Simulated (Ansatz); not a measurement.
Predict the output of the script below (Ansatz 0.2.0 through its Python package).

`run_bend.py`
```python
"""Bending curve of CH5OSn."""

import ansatz as az
from ase import Atoms

config = {
    "basis_set": "def2-SVP",
    "xc": "pbe",
    "fmax": 0.02,
}


def main() -> None:
    atoms = Atoms(["C", "O", "Sn", "H", "H", "H", "H", "H"], positions=[
        (-0.3999, 1.0748, -0.2561),
        (-0.8596, -0.0027, 0.4687),
        (0.3095, -1.5088, -0.0477),
        (-0.4761, 0.9433, -1.3627),
        (0.5995, 1.3926, -0.0326),
        (-1.1033, 1.9918, -0.0077),
        (2.0351, -1.0511, 0.2539),
        (-0.0131, -2.897, 0.9285),
    ])

    # start the scan from a relaxed geometry
    first = (
        az.Crystal.molecule_from_ase(atoms).calculation()
        .basis(gaussian=config["basis_set"])
        .functional(config["xc"])
        .spin("collinear", total=1)
        .relax(force_tolerance=config["fmax"], max_steps=80)
    )
    atoms.positions = first.run(threads=1, backend="cpu").report["positions_ang"]

    rows = []
    for angle in [85, 95, 105, 115, 125, 140, 160]:
        bent = atoms.copy()
        bent.set_angle(0, 1, 2, angle, indices=[2, 6, 7])
        calc = az.Crystal.molecule_from_ase(bent).calculation()
        calc = calc.basis(gaussian=config["basis_set"])
        calc = calc.functional(config["xc"])
        calc = calc.spin("collinear", total=1)
        rows.append((angle, calc.run(threads=1, backend="cpu").report["free_energy_ev"]))
    floor = min(e for _, e in rows)
    for angle, e in rows:
        print(f"angle C0-O1-Sn2 = {angle:3d} deg   {1000 * (e - floor):9.1f} meV")


if __name__ == "__main__":
    main()
```

```console
$ python run_bend.py
angle C0-O1-Sn2 =  85 deg      1276.3 meV
angle C0-O1-Sn2 =  95 deg       514.7 meV
angle C0-O1-Sn2 = 105 deg       162.8 meV
angle C0-O1-Sn2 = 115 deg        21.9 meV
angle C0-O1-Sn2 = 125 deg         0.0 meV
angle C0-O1-Sn2 = 140 deg        91.3 meV
angle C0-O1-Sn2 = 160 deg       295.7 meV
```

What to keep in mind:
- The scan is rigid, and the energies are electronic, in a modest basis. The zero is the lowest point of the grid, which needn't be the minimum.
- def2 sets replace the cores of elements past krypton by effective core potentials.
- The species is open-shell (spin multiplicity 2).
- Hardware and time: 78 s on 1 thread of Arm Neoverse V2 (shared host), peak memory 0.24 GiB.
